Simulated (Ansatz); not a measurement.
**C4H13N2OTa: a ladder of functionals and wavefunction methods**

An exercise on one series of results from a longer session: the logs are not shown, and one member is left open.

Method: functionals in def2-TZVPP, the program's frozen cores in correlated methods; program: Ansatz 0.2.0, Gaussian basis.

Levels to be run: LDA (SPW92), PBE-D4, revPBE-D4, BLYP-D4, r2SCAN-D4, B97M-V, PBE0-D4, B3LYP-D4, r2SCANh-D4, r2SCAN0-D4, HSE06-D4, BHLYP-D4, CAM-B3LYP-D4, LC-ωPBE, ωB97X-V, ωB97M-V, B2PLYP, PBE-QIDH; CCSD(T)/def2-SVP; CCSD(T)/def2-TZVPP; MP2/def2-QZVPP; extrapolation to the limit; RPA on PBE.

### The geometry

An earlier PBE0-D4 in a triple-zeta def2 set relaxation fixed the geometry. Ta takes the def2 core potential; no spin-orbit term is included.

SMILES `C[N]=[Ta]([CH3])([OH])[N](C)C`, 21 atoms, charge 0, spin multiplicity 1.

Atoms are counted from 1 here; the program's logs count them from 0.

Bond lengths: C1–N2 1.417 Å, C1–H9 1.097 Å, C1–H10 1.096 Å, C1–H11 1.097 Å, N2–Ta3 1.772 Å, Ta3–C4 2.182 Å, Ta3–O5 1.923 Å, Ta3–N6 1.980 Å, C4–H12 1.094 Å, C4–H13 1.097 Å, C4–H14 1.095 Å, O5–H15 0.955 Å, N6–C7 1.442 Å, N6–C8 1.449 Å, C7–H16 1.099 Å, C7–H17 1.089 Å, C7–H18 1.099 Å, C8–H19 1.098 Å and more. Angles: N2–C1–H9 111.2°, N2–C1–H10 111.2°, N2–C1–H11 111.9°, H9–C1–H10 107.3°, H9–C1–H11 107.4°, H10–C1–H11 107.6°, C1–N2–Ta3 176.5°, N2–Ta3–C4 104.9°, N2–Ta3–O5 115.6°, N2–Ta3–N6 106.7°, C4–Ta3–O5 108.6°, C4–Ta3–N6 106.5°, O5–Ta3–N6 113.8°, Ta3–C4–H12 111.7°, Ta3–C4–H13 111.1°, Ta3–C4–H14 110.8°, H12–C4–H13 107.9°, H12–C4–H14 107.4° and more.

Geometry (Å):

```
C    -1.7987   -1.6374    2.0314
N    -1.0830   -0.6404    1.3224
Ta   -0.2468    0.6816    0.4897
C     1.5853    0.9944    1.6321
O    -1.2057    2.3465    0.3999
N     0.3050   -0.0186   -1.2785
C     0.1861   -1.3307   -1.8641
C     0.8740    0.9488   -2.1955
H    -1.9666   -2.5245    1.4081
H    -1.2484   -1.9640    2.9218
H    -2.7809   -1.2791    2.3625
H     2.1685    0.0738    1.7225
H     2.2213    1.7522    1.1575
H     1.3575    1.3394    2.6466
H    -2.0545    2.6642    0.7019
H    -0.4418   -1.3096   -2.7663
H    -0.2587   -2.0216   -1.1491
H     1.1695   -1.7222   -2.1588
H     1.8942    0.6694   -2.4898
H     0.9289    1.9449   -1.7391
H     0.2705    1.0435   -3.1084
```

Set-up of the first run:

Input file in.yaml:

```yaml
crystal:
  periodic: [false, false, false]
  atoms:
    - {symbol: C, position_ang: [-1.798650, -1.637413, 2.031438]}
    - {symbol: N, position_ang: [-1.082953, -0.640443, 1.322428]}
    - {symbol: Ta, position_ang: [-0.246820, 0.681575, 0.489724]}
    - {symbol: C, position_ang: [1.585327, 0.994407, 1.632103]}
    - {symbol: O, position_ang: [-1.205702, 2.346463, 0.399864]}
    - {symbol: N, position_ang: [0.304975, -0.018551, -1.278493]}
    - {symbol: C, position_ang: [0.186061, -1.330661, -1.864136]}
    - {symbol: C, position_ang: [0.873952, 0.948791, -2.195469]}
    - {symbol: H, position_ang: [-1.966618, -2.524472, 1.408064]}
    - {symbol: H, position_ang: [-1.248370, -1.963974, 2.921840]}
    - {symbol: H, position_ang: [-2.780870, -1.279070, 2.362544]}
    - {symbol: H, position_ang: [2.168542, 0.073826, 1.722508]}
    - {symbol: H, position_ang: [2.221311, 1.752204, 1.157457]}
    - {symbol: H, position_ang: [1.357470, 1.339395, 2.646586]}
    - {symbol: H, position_ang: [-2.054478, 2.664198, 0.701910]}
    - {symbol: H, position_ang: [-0.441773, -1.309614, -2.766275]}
    - {symbol: H, position_ang: [-0.258681, -2.021557, -1.149088]}
    - {symbol: H, position_ang: [1.169452, -1.722226, -2.158828]}
    - {symbol: H, position_ang: [1.894184, 0.669401, -2.489752]}
    - {symbol: H, position_ang: [0.928935, 1.944923, -1.739142]}
    - {symbol: H, position_ang: [0.270511, 1.043500, -3.108383]}
basis:
  gaussian: {orbitals: def2-TZVPP}
hamiltonian: {xc: lda}
output: {orbitals: {seedname: orbitals}}
```

Steps of the session up to this table: LDA; PBE-D4 (GGA); revPBE-D4 (GGA); BLYP-D4 (GGA); r2SCAN-D4 (meta-GGA); B97M-V (meta-GGA); PBE0-D4 (hybrid); B3LYP-D4 (hybrid); r2SCANh-D4 (hybrid); r2SCAN0-D4 (hybrid); HSE06-D4 (hybrid); BHLYP-D4 (hybrid); CAM-B3LYP-D4 (range-separated); LC-ωPBE (range-separated); ωB97X-V (range-separated); ωB97M-V (range-separated); B2PLYP (double hybrid); PBE-QIDH (double hybrid).

One table of the session follows, with a row left open; its other results are not shown here.

It belongs to the step «Frontier levels by functional». 

```
  functional  HOMO (eV)  gap (eV)
 LDA (SPW92)      -5.38      4.33
      PBE-D4      -5.24      4.40
   revPBE-D4      -5.18      4.43
     BLYP-D4      -5.13      4.39
   r2SCAN-D4      -5.46      4.83
      B97M-V      -5.58      4.92
     PBE0-D4      -6.49      6.53
    B3LYP-D4      -6.28      6.09
  r2SCANh-D4          ?         ?
  r2SCAN0-D4      -6.65      6.82
    HSE06-D4      -6.09      5.75
    BHLYP-D4      -7.67      8.46
CAM-B3LYP-D4      -7.85      8.80
     LC-ωPBE      -9.19     11.30
     ωB97X-V      -8.86     10.75
     ωB97M-V      -8.79     10.22
```

**Question.** Estimate the row for r2SCANh-D4.

Worked estimate for «HOMO (eV)». Against the share of exact exchange, r2SCAN-D4 (0, -5.46), r2SCAN0-D4 (0.25, -6.65) give a slope of -4.76 per unit share; at 0.1 the line stands at -5.94.

**Answer.** HOMO (eV): -5.93; gap (eV): 5.62. In «HOMO (eV)» the line misses by -0.01.
